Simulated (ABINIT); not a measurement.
SnSe2:

```
Sn Se
1.0
     3.81100    0.00000    0.00000
    -1.90550    3.30042    0.00000
     0.00000    0.00000    6.13600
Sn Se
1 2
Direct
  0.00000 0.00000 0.00000
  0.66667 0.33333 0.75100
  0.33333 0.66667 0.24900
```

Base run:

* Program: ABINIT 10.8.3 (patched build)
* Functional: SCAN
* Potentials or basis: JTH PAW PBE v2.0
* Cutoff: 707 eV
* k mesh: 8 × 8 × 5
* Occupations: fermi-dirac, width 0.05 eV
* Spin: no spin polarisation

Its results: band gap on the k mesh 1.04 eV, indirect (least direct gap 1.45 eV); pressure 3.1 GPa; largest force 0.872 eV/Å.

Q: The run is repeated on the same cell with these changes: functional from SCAN to PW91. What comes out?

A: Band gap on the k mesh 0.79 eV, indirect (least direct gap 1.07 eV); pressure 5.3 GPa; largest force 0.794 eV/Å.

SCAN gives the wider gap, since meta-GGAs in the generalised Kohn-Sham scheme recover part of the derivative discontinuity.

Caveats: the PAW data sets were made with another functional, which shifts forces and pressure a little; spin-orbit coupling is left out, which moves the levels of the heavy elements; this functional lacks dispersion, which binds the layers, so the pressure and a relaxed spacing across them are unreliable (some runs).
